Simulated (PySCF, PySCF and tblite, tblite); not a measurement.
# C6H8O2Si: telling isomers apart by computed NMR

Can the signals of one isomer of C6H8O2Si be assigned among several candidates?

Computed with tblite 0.8.0 (tight binding) and PySCF 2.14.0 (DFT, with response routines of our own); each step states its level. Atoms count from 0 throughout.

## Step 1: The molecule as given

17 atoms, charge 0, multiplicity 1; geometry from: MMFF94s geometry. This is the first candidate.

Bonds of the start (Å): C0–C1 1.51, C0–H10 1.09, C0–H11 1.09, C0–H9 1.08, C1–O2 1.23, C1–O3 1.37, C4–C5 1.34, C4–C8 1.46, C5–H12 1.09, C5–Si6 1.87, C7–C8 1.34, C7–H15 1.08, C8–H16 1.08, O3–C4 1.40, Si6–C7 1.87, Si6–H13 1.49, Si6–H14 1.49.

## Step 2: GFN2-xTB relaxation, isomer A, conformer 1

What the job is given:

```
{"job": {"xc": "GFN2-xTB", "basis": "xTB", "kind": "relax"}, "charge": 0, "multiplicity": 1}
C      3.204500     0.821500     0.709700
C      1.767100     0.482600     1.025300
O      1.350000     0.405800     2.181100
O      1.094300     0.274900    -0.144900
C     -0.260700    -0.076300    -0.178100
C     -1.137100    -0.259300     0.821000
Si    -2.828100    -0.704500     0.162600
C     -2.103700    -0.582500    -1.561700
C     -0.800600    -0.261300    -1.522100
H      3.662000    -0.004700     0.178400
H      3.745300     0.993600     1.637500
H      3.224700     1.736000     0.115200
H     -0.961700    -0.176400     1.893800
H     -3.223300    -2.095100     0.504700
H     -3.843600     0.354400     0.424600
H     -2.711000    -0.766800    -2.432400
H     -0.185300    -0.129900    -2.399200
```

The run is started by

```bash
OMP_NUM_THREADS=1 python ens_run.py task.json out
```

The driver reads the study from task.json and runs its stages one after another.

Output:

```text
step      E/eV     max force
  0    -727.42814    2.548
  1    -727.49175    2.506
  2    -727.54391    0.538
  3    -727.56369    0.421
  4    -727.58929    0.665
  5    -727.60444    0.381
  6    -727.61772    0.207
  7    -727.62334    0.226
  8    -727.62670    0.162
  9    -727.62874    0.105
 10    -727.63020    0.080
 11    -727.63137    0.078
 12    -727.63224    0.063
 13    -727.63277    0.053
 14    -727.63308    0.048
 15    -727.63333    0.041
 16    -727.63358    0.049
 17    -727.63383    0.045
 18    -727.63403    0.038
 19    -727.63403    0.038
 20    -727.63411    0.029
 21    -727.63425    0.033
 22    -727.63431    0.028
 23    -727.63441    0.050
 24    -727.63453    0.050
 25    -727.63466    0.033
 26    -727.63480    0.034
 27    -727.63493    0.029
 28    -727.63504    0.028
 29    -727.63513    0.023
 30    -727.63523    0.030
 31    -727.63535    0.032
 32    -727.63546    0.029
 33    -727.63553    0.025
 34    -727.63557    0.013
 35    -727.63560    0.021
 36    -727.63563    0.020
 37    -727.63565    0.013
 38    -727.63567    0.011
 39    -727.63568    0.012
 40    -727.63569    0.007
 41    -727.63569    0.004
```

Run time: 0.55 s. Hardware: 1 thread of Intel Xeon Platinum 8259CL at 2.50GHz, shared host.

Gain 0.208 eV; displacement 0.07 Å root mean square.

## Step 3: Shieldings, isomer A, conformer 1: PBE0/pcSseg-1 in benzene

What the job is given:

```
{"job": {"xc": "PBE0", "basis": "pcSseg-1", "solvent": "benzene", "kind": "nmr", "pop": true}, "charge": 0, "multiplicity": 1}
C      3.177228     0.817964     0.687772
C      1.750134     0.471335     1.032738
O      1.312941     0.397999     2.148465
O      1.056512     0.260675    -0.095544
C     -0.284849    -0.077137    -0.129454
C     -1.145558    -0.257557     0.880562
Si    -2.826393    -0.704868     0.164384
C     -2.096914    -0.581999    -1.573911
C     -0.805830    -0.255040    -1.486721
H      3.622679     0.000826     0.125225
H      3.739497     0.991772     1.599761
H      3.193373     1.708671     0.064117
H     -0.864693    -0.151378     1.911350
H     -3.262749    -2.058676     0.505180
H     -3.856030     0.301371     0.422347
H     -2.584114    -0.737347    -2.521446
H     -0.132232    -0.114581    -2.319185
```

Output:

```text
coarse grid: 15272 points
cycle   1  E = -672.5132002291  dE =  1.537e+00  |g| = 9.246e-01  |ddm| = 3.878e+00
cycle   2  E = -672.1928921713  dE =  3.203e-01  |g| = 1.597e+00  |ddm| = 1.661e+00
cycle   3  E = -672.6676353144  dE = -4.747e-01  |g| = 2.784e-01  |ddm| = 1.202e+00
cycle   4  E = -672.6821865987  dE = -1.455e-02  |g| = 7.129e-02  |ddm| = 2.409e-01
cycle   5  E = -672.6829088170  dE = -7.222e-04  |g| = 2.670e-02  |ddm| = 5.024e-02
cycle   6  E = -672.6830523926  dE = -1.436e-04  |g| = 5.514e-03  |ddm| = 2.009e-02
cycle   7  E = -672.6830582129  dE = -5.820e-06  |g| = 2.410e-03  |ddm| = 6.159e-03
final grid: 144568 points
cycle   8  E = -672.7577732675  dE = -1.628e-05  |g| = 1.433e-02  |ddm| = 3.106e-02
cycle   9  E = -672.7577137196  dE =  5.955e-05  |g| = 2.294e-02  |ddm| = 2.331e-02
cycle  10  E = -672.7578115747  dE = -9.786e-05  |g| = 1.775e-03  |ddm| = 1.472e-02
cycle  11  E = -672.7578122043  dE = -6.296e-07  |g| = 3.794e-04  |ddm| = 1.359e-03
cycle  12  E = -672.7578122243  dE = -2.000e-08  |g| = 1.662e-04  |ddm| = 3.338e-04
cycle  13  E = -672.7578122296  dE = -5.277e-09  |g| = 4.718e-05  |ddm| = 1.604e-04
cycle  14  E = -672.7578122301  dE = -4.661e-10  |g| = 1.792e-05  |ddm| = 5.096e-05
converged SCF energy = -672.7578122301

GIAO shielding tensors (ppm)
atom      isotropic    diamagn.    paramagn.     s11        s22        s33       span
  0 C      161.424     249.017     -87.592    136.402    154.123    193.748     57.346
  1 C       10.509     248.462    -237.953    -96.597     62.481     65.643    162.240
  2 O     -123.957     404.937    -528.894   -437.788   -208.719    274.636    712.424
  3 O       77.504     407.293    -329.789   -105.644    110.693    227.462    333.106
  4 C       18.379     254.235    -235.857    -87.785     67.236     75.686    163.472
  5 C       79.349     261.100    -181.751     -3.112     66.824    174.334    177.446
  6 Si     390.642     882.180    -491.538    332.251    395.329    444.347    112.095
  7 C       50.032     260.849    -210.817    -63.305     33.791    179.610    242.915
  8 C       31.556     253.969    -222.413    -83.957     49.423    129.202    213.159
  9 H       29.229      28.504       0.725     25.611     28.335     33.742      8.130
 10 H       29.756      26.292       3.464     25.656     28.262     35.350      9.694
 11 H       29.233      28.522       0.711     25.606     28.348     33.744      8.138
 12 H       25.027      34.352      -9.325     20.429     25.811     28.840      8.411
 13 H       26.960      28.836      -1.876     23.893     24.595     32.391      8.498
 14 H       26.961      28.836      -1.876     23.893     24.595     32.394      8.501
 15 H       25.220      30.051      -4.831     24.222     25.067     26.372      2.151
 16 H       24.632      32.458      -7.826     22.920     22.968     28.006      5.086
```

It took 46 s on 1 thread of Intel Xeon Platinum 8259CL at 2.50GHz, shared host.

In short: HOMO -6.75 eV, LUMO -1.55 eV; dipole 2.25 D.

## Step 4: Boltzmann average, isomer A: properties at PBE0/pcSseg-1 in benzene

What the job is given:

```
{"job": {"study": "conf", "smiles": "CC(=O)OC1=C[SiH2]C=C1", "search": {"seed": 8921, "n_embed": 90, "ff_keep": 18, "window": 2.5, "nmax": 4, "temps": [250, 298.15, 350], "t_ref": 298.15, "order": 0.0005}, "level": {"nmr": {"xc": "PBE0", "basis": "pcSseg-1", "solvent": "benzene"}}, "kind": "conf"}, "charge": 0, "multiplicity": 1}
C      3.177228     0.817964     0.687772
C      1.750134     0.471335     1.032738
O      1.312941     0.397999     2.148465
O      1.056512     0.260675    -0.095544
C     -0.284849    -0.077137    -0.129454
C     -1.145558    -0.257557     0.880562
Si    -2.826393    -0.704868     0.164384
C     -2.096914    -0.581999    -1.573911
C     -0.805830    -0.255040    -1.486721
H      3.622679     0.000826     0.125225
H      3.739497     0.991772     1.599761
H      3.193373     1.708671     0.064117
H     -0.864693    -0.151378     1.911350
H     -3.262749    -2.058676     0.505180
H     -3.856030     0.301371     0.422347
H     -2.584114    -0.737347    -2.521446
H     -0.132232    -0.114581    -2.319185
```

Output:

```text
conformer  sym    E(xTB)   E(DFT)   G(298.15 K)  weight  dipole/D
    1     Cs      0.000    0.000    0.000   1.0000    2.254

mean shielding (ppm) by class
class atoms           250 K   298.15 K      350 K
  0 C  0            161.424    161.424    161.424
  1 C  1             10.509     10.509     10.509
  2 O  2           -123.957   -123.957   -123.957
  3 O  3             77.504     77.504     77.504
  4 C  4             18.379     18.379     18.379
  5 C  5             79.349     79.349     79.349
  6 Si 6            390.642    390.642    390.642
  7 C  7             50.032     50.032     50.032
  8 C  8             31.556     31.556     31.556
  9 H  9,10,11       29.406     29.406     29.406
 10 H  12            25.027     25.027     25.027
 11 H  13,14          26.96      26.96      26.96
 12 H  15             25.22      25.22      25.22
 13 H  16            24.632     24.632     24.632
```

Run time: 49 s. Hardware: 1 thread of Intel Xeon Platinum 8259CL at 2.50GHz, shared host. This counts the runs that the step sums up.

The search (ETKDG and KDG, MMFF94s, GFN2-xTB) embedded 90 structures, kept 1 distinct ones after the force field and 1 after xTB; 1 was carried on (window 2.5 kcal/mol at the search's own energies). Energies: PBE0/pcSseg-1 in benzene with D3(BJ).

Conformer by conformer (298 K):

```
no.  group  mirror pair  ΔE xTB  ΔE DFT    ΔG  weight (%)  μ (D)  O2–C1–O3–C4 (°)  C1–O3–C4–C5 (°)     A, B, C (GHz)
  1     Cs           no    0.00    0.00  0.00       100.0   2.25                0                0  3.80, 0.78, 0.65
```

Energies in kcal/mol. ΔG holds xTB vibrations and rotation, symmetry numbers and mirror pairs.

Shifts against references run at the same level (13C TMS 187.3, 1H TMS 31.70, 29Si TMS 349.1, 17O H2O 340.1 ppm of shielding), by class of atoms, at 298 K:

```
       atoms                                                  environment  average
          C1                                        ester carbonyl carbon    176.8
          C4                                 alkene carbon bearing oxygen    169.0
          C8                                                    alkene CH    155.8
          C7                                                    alkene CH    137.3
          C5                β carbon of an enol-ether or enamine type C=C    108.0
          C0                                methyl carbon α to a carbonyl     25.9
         H16                                     hydrogen on an alkene CH     7.07
         H12  hydrogen on a β carbon of an enol-ether or enamine type C=C     6.68
         H15                                     hydrogen on an alkene CH     6.48
    H13, H14    hydrogen on a silicon bonded to 2 C, in a 5-membered ring     4.74
H9, H10, H11                  hydrogen on a methyl carbon α to a carbonyl     2.30
          O2                                        ester carbonyl oxygen    464.1
          O3                                          ester alkoxy oxygen    262.6
         Si6             silicon bonded to 2 C, 2 H, in a 5-membered ring    -41.6
```

Effective distances for nuclear Overhauser effects, ⟨r⁻⁶⟩^(−1/6) over all pairs of two classes (Å): H15···H16 2.54; H12···H13 3.37; H13···H15 3.37.

## Step 5: GFN2-xTB relaxation, isomer B, conformer 1

What the job is given:

```
{"job": {"xc": "GFN2-xTB", "basis": "xTB", "kind": "relax"}, "charge": 0, "multiplicity": 1}
C      3.197500     0.529800    -0.461700
C      1.709800     0.469000    -0.660000
O      1.115500     1.025500    -1.560000
O      1.106200    -0.257300     0.270400
C     -0.262300    -0.337000     0.151700
C     -1.047500    -1.018400     0.993200
C     -2.459400    -0.953300     0.657500
C     -2.788700    -0.237600    -0.425700
Si    -1.240800     0.510700    -1.231700
H      3.670400     0.949600    -1.370800
H      3.585400    -0.491200    -0.240700
H      3.412100     1.185300     0.415900
H     -0.701200    -1.575600     1.850900
H     -3.167700    -1.476200     1.285700
H     -3.814600    -0.141100    -0.740400
H     -1.041000    -0.080900    -2.548400
H     -1.287200     1.963100    -1.120700
```

Output:

```text
step      E/eV     max force
  0    -727.90480    0.855
  1    -727.92808    0.419
  2    -727.93630    0.262
  3    -727.93725    0.134
  4    -727.93771    0.057
  5    -727.93777    0.050
  6    -727.93782    0.022
  7    -727.93784    0.017
  8    -727.93786    0.014
  9    -727.93787    0.005
 10    -727.93787    0.004
 11    -727.93787    0.004
 12    -727.93787    0.003
```

It took 0.14 s on 1 thread of Intel Xeon Platinum 8259CL at 2.50GHz, shared host.

Relaxing gained 0.033 eV and moved the atoms by 0.01 Å on average (rms).

## Step 6: Shieldings, isomer B, conformer 1: PBE0/pcSseg-1 in benzene

What the job is given:

```
{"job": {"xc": "PBE0", "basis": "pcSseg-1", "solvent": "benzene", "kind": "nmr", "pop": false}, "charge": 0, "multiplicity": 1}
C      3.197382     0.529533    -0.460272
C      1.709835     0.468533    -0.658544
O      1.115809     1.024757    -1.559057
O      1.105865    -0.257661     0.271373
C     -0.262507    -0.337291     0.151725
C     -1.047731    -1.018627     0.993080
C     -2.459558    -0.953427     0.657449
C     -2.788622    -0.237545    -0.425676
Si    -1.240797     0.510753    -1.231654
H      3.669480     0.939831    -1.347338
H      3.583324    -0.463706    -0.245999
H      3.414990     1.169484     0.393188
H     -0.701065    -1.575495     1.850755
H     -3.168105    -1.476140     1.285472
H     -3.814452    -0.140889    -0.740434
H     -1.040594    -0.080991    -2.548243
H     -1.286682     1.963171    -1.120498
```

Output:

```text
coarse grid: 15272 points
cycle   1  E = -672.5313008361  dE =  1.607e+00  |g| = 8.769e-01  |ddm| = 3.923e+00
cycle   2  E = -672.2550427577  dE =  2.763e-01  |g| = 1.498e+00  |ddm| = 1.543e+00
cycle   3  E = -672.6711638553  dE = -4.161e-01  |g| = 2.556e-01  |ddm| = 1.085e+00
cycle   4  E = -672.6833364005  dE = -1.217e-02  |g| = 7.236e-02  |ddm| = 2.164e-01
cycle   5  E = -672.6841447135  dE = -8.083e-04  |g| = 2.328e-02  |ddm| = 4.905e-02
cycle   6  E = -672.6842593916  dE = -1.147e-04  |g| = 4.451e-03  |ddm| = 1.930e-02
cycle   7  E = -672.6842631098  dE = -3.718e-06  |g| = 1.986e-03  |ddm| = 5.236e-03
final grid: 144568 points
cycle   8  E = -672.7579140766  dE = -1.519e-05  |g| = 1.447e-02  |ddm| = 2.935e-02
cycle   9  E = -672.7578514487  dE =  6.263e-05  |g| = 2.306e-02  |ddm| = 2.508e-02
cycle  10  E = -672.7579542735  dE = -1.028e-04  |g| = 2.000e-03  |ddm| = 1.632e-02
cycle  11  E = -672.7579550576  dE = -7.842e-07  |g| = 4.081e-04  |ddm| = 1.513e-03
cycle  12  E = -672.7579550812  dE = -2.353e-08  |g| = 1.700e-04  |ddm| = 3.266e-04
cycle  13  E = -672.7579550865  dE = -5.340e-09  |g| = 5.318e-05  |ddm| = 1.572e-04
cycle  14  E = -672.7579550871  dE = -5.741e-10  |g| = 1.935e-05  |ddm| = 5.231e-05
converged SCF energy = -672.7579550871

GIAO shielding tensors (ppm)
atom      isotropic    diamagn.    paramagn.     s11        s22        s33       span
  0 C      163.790     248.377     -84.587    143.384    154.167    193.820     50.435
  1 C        7.094     252.879    -245.784    -89.635     35.259     75.658    165.293
  2 O      -84.948     406.635    -491.582   -354.096   -178.409    277.662    631.758
  3 O       70.951     403.316    -332.365    -90.678     57.938    245.592    336.271
  4 C       26.954     261.369    -234.415    -66.842     38.491    109.214    176.056
  5 C       57.626     252.785    -195.159    -42.724     65.980    149.624    192.348
  6 C       37.850     254.369    -216.519    -82.403     44.911    151.042    233.445
  7 C       49.009     263.324    -214.315    -65.173     40.300    171.901    237.075
  8 Si     416.552     880.903    -464.351    380.552    424.406    444.699     64.147
  9 H       29.455      26.185       3.270     24.923     28.296     35.145     10.222
 10 H       29.297      28.079       1.218     25.139     28.394     34.359      9.220
 11 H       29.122      27.601       1.521     25.732     27.328     34.305      8.573
 12 H       24.897      32.590      -7.693     22.606     23.286     28.800      6.194
 13 H       24.469      29.962      -5.493     22.868     23.110     27.427      4.559
 14 H       25.507      29.890      -4.383     24.229     25.421     26.870      2.640
 15 H       26.908      29.603      -2.695     22.760     26.233     31.731      8.971
 16 H       26.925      29.785      -2.861     22.769     26.254     31.751      8.983
```

It took 44 s on 1 thread of Intel Xeon Platinum 8259CL at 2.50GHz, shared host.

This run: HOMO -6.33 eV, LUMO -1.38 eV; dipole 2.62 D.

## Step 7: Averages, isomer B: properties at PBE0/pcSseg-1 in benzene

What the job is given:

```
{"job": {"study": "conf", "smiles": "CC(=O)OC1=CC=C[SiH2]1", "search": {"seed": 8921, "n_embed": 90, "ff_keep": 18, "window": 2.5, "nmax": 4, "temps": [250, 298.15, 350], "t_ref": 298.15, "order": 0.0005}, "level": {"nmr": {"xc": "PBE0", "basis": "pcSseg-1", "solvent": "benzene"}}, "kind": "conf"}, "charge": 0, "multiplicity": 1}
C      3.197382     0.529533    -0.460272
C      1.709835     0.468533    -0.658544
O      1.115809     1.024757    -1.559057
O      1.105865    -0.257661     0.271373
C     -0.262507    -0.337291     0.151725
C     -1.047731    -1.018627     0.993080
C     -2.459558    -0.953427     0.657449
C     -2.788622    -0.237545    -0.425676
Si    -1.240797     0.510753    -1.231654
H      3.669480     0.939831    -1.347338
H      3.583324    -0.463706    -0.245999
H      3.414990     1.169484     0.393188
H     -0.701065    -1.575495     1.850755
H     -3.168105    -1.476140     1.285472
H     -3.814452    -0.140889    -0.740434
H     -1.040594    -0.080991    -2.548243
H     -1.286682     1.963171    -1.120498
```

Output:

```text
conformer  sym    E(xTB)   E(DFT)   G(298.15 K)  weight  dipole/D
    1     C1      0.000    0.000    0.000   1.0000    2.618

mean shielding (ppm) by class
class atoms           250 K   298.15 K      350 K
  0 C  0             163.79     163.79     163.79
  1 C  1              7.094      7.094      7.094
  2 O  2            -84.948    -84.948    -84.948
  3 O  3             70.951     70.951     70.951
  4 C  4             26.954     26.954     26.954
  5 C  5             57.627     57.627     57.627
  6 C  6              37.85      37.85      37.85
  7 C  7             49.009     49.009     49.009
  8 Si 8            416.552    416.552    416.552
  9 H  9,10,11       29.291     29.291     29.291
 10 H  12            24.897     24.897     24.897
 11 H  13            24.469     24.469     24.469
 12 H  14            25.507     25.507     25.507
 13 H  15,16         26.916     26.916     26.916
```

It took 47 s on 1 thread of Intel Xeon Platinum 8259CL at 2.50GHz, shared host. This counts the runs that the step sums up.

The search (ETKDG and KDG, MMFF94s, GFN2-xTB) embedded 90 structures, kept 2 distinct ones after the force field and 1 after xTB; 1 was carried on (window 2.5 kcal/mol at the search's own energies). Energies: PBE0/pcSseg-1 in benzene with D3(BJ).

The conformers at 298 K:

```
no.  group  mirror pair  ΔE xTB  ΔE DFT    ΔG  weight (%)  μ (D)  O2–C1–O3–C4 (°)  C1–O3–C4–Si8 (°)     A, B, C (GHz)
  1     C1           no    0.00    0.00  0.00       100.0   2.62                0                 0  3.45, 0.98, 0.78
```

Energies in kcal/mol. ΔG holds xTB vibrations and rotation, symmetry numbers and mirror pairs.

Shifts against references run at the same level (13C TMS 187.3, 1H TMS 31.70, 29Si TMS 349.1, 17O H2O 340.1 ppm of shielding), by class of atoms, at 298 K:

```
       atoms                                                  environment  average
          C1                                        ester carbonyl carbon    180.2
          C4                                 alkene carbon bearing oxygen    160.4
          C6                                                    alkene CH    149.5
          C7                                                    alkene CH    138.3
          C5                β carbon of an enol-ether or enamine type C=C    129.7
          C0                                methyl carbon α to a carbonyl     23.5
         H13                                     hydrogen on an alkene CH     7.24
         H12  hydrogen on a β carbon of an enol-ether or enamine type C=C     6.81
         H14                                     hydrogen on an alkene CH     6.20
    H15, H16    hydrogen on a silicon bonded to 2 C, in a 5-membered ring     4.79
H9, H10, H11                  hydrogen on a methyl carbon α to a carbonyl     2.41
          O2                                        ester carbonyl oxygen    425.1
          O3                                          ester alkoxy oxygen    269.2
         Si8             silicon bonded to 2 C, 2 H, in a 5-membered ring    -67.5
```

Effective distances for nuclear Overhauser effects, ⟨r⁻⁶⟩^(−1/6) over all pairs of two classes (Å): H13···H14 2.51; H12···H13 2.53; H14···H15 3.31.

(Part 1 of 3 ends here.)
